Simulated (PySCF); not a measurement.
# TaO₂Br: singlet, from a trigonal planar start

The task is one start of a wider search on TaO₂Br: the singlet, from a trigonal planar start. It is relaxed, tested by its Hessian and followed downhill if it is a saddle.

The runs use PySCF 2.14.0; PBE0, basis Ta def2-TZVP with ECP60, O def2-TZVP, Br def2-TZVP, scalar-relativistic core potentials, no spin–orbit coupling, density fitting.

## (1) The system as given

4 atoms, charge 0, spin multiplicity 1.

Bond lengths: Ta1–O2 1.830 Å, Ta1–O3 1.830 Å, Ta1–Br4 2.600 Å. Angles: O2–Ta1–O3 120.0°, O2–Ta1–Br4 120.0°, O3–Ta1–Br4 120.0°.

```xyz
4
charge 0 multiplicity 1
Ta    0.0000    0.0000    0.0000
O    -0.9150    1.5848    0.0000
O    -0.9150   -1.5848    0.0000
Br    2.6000    0.0000    0.0000
```

## (2) First SCF at the start

The steps below are one call of a driver around PySCF. For each, scf.py gives the equivalent set-up of the SCF; relaxations use the driver's own optimiser. After this first run the driver tries any further starts and a stability analysis.

scf.py

```python
from pyscf import gto, scf, dft
mol = gto.M(atom='''
Ta     0.000000     0.000000     0.000000
O     -0.915000     1.584800     0.000000
O     -0.915000    -1.584800     0.000000
Br     2.600000     0.000000     0.000000''',
    basis={'Ta': 'def2-TZVP', 'O': 'def2-TZVP', 'Br': 'def2-TZVP'},
    ecp={'Ta': 'def2-TZVP'},
    charge=0, spin=0)
mf = dft.RKS(mol, xc='PBE0')
mf.grids.atom_grid = (50, 194)
aux = {'Ta': 'def2-universal-JKFIT', 'O': 'def2-universal-JKFIT', 'Br': 'def2-universal-JKFIT'}
mf = mf.density_fit(auxbasis=aux)
mf.conv_tol = 1e-08
mf.diis_space = 10
mf.max_cycle = 60
mf.init_guess = 'minao'
mf.verbose = 4
mf.kernel()
```

On the command line:

```console
OMP_NUM_THREADS=4 python axn.py task.json out
```

The runs that follow: Relaxing the singlet from the trigonal planar start; Frequencies; Downhill along the imaginary mode; Frequencies.

**Question.** What will these runs give? Wanted: minimum; geometry; wavenumbers; dipole moment; highest occupied, lowest empty level; polar-tensor charge of Ta1; zero-point energy; atomisation energy.

**Answer**, as computed:

```
                                 quantity                                                                 value
                                  minimum                                                           singlet, Cs
                                 geometry  Ta–Br 2.467 Å, Ta–O 1.723 Å (×2); Br–Ta–O 110.5° (×2), O–Ta–O 106.4°
                       wavenumbers (cm⁻¹)         142 (a'), 157 (a''), 260 (a'), 348 (a'), 956 (a''), 1017 (a')
                            dipole moment                                                                5.31 D
     highest occupied, lowest empty level                                                       -8.46, -4.08 eV
               polar-tensor charge of Ta1                                                               +2.03 e
                        zero-point energy                                                           17.2 kJ/mol
                      entropy at 298.15 K                                                       331.8 J/(mol K)
atomisation energy (no zero-point energy)                                                           1802 kJ/mol
```

From C2v at the start the molecule goes to a Cs minimum, after a stop at a saddle point 23.0 kJ/mol higher, from which it was pushed off along an imaginary mode. In the infrared the band at 956 cm⁻¹ (a'', stretch) leads. With 5.3 D the molecule is strongly polar. Only this shape and spin were tried, so other structures or states may lie lower. With an element this heavy the missing spin–orbit coupling can shift these numbers.
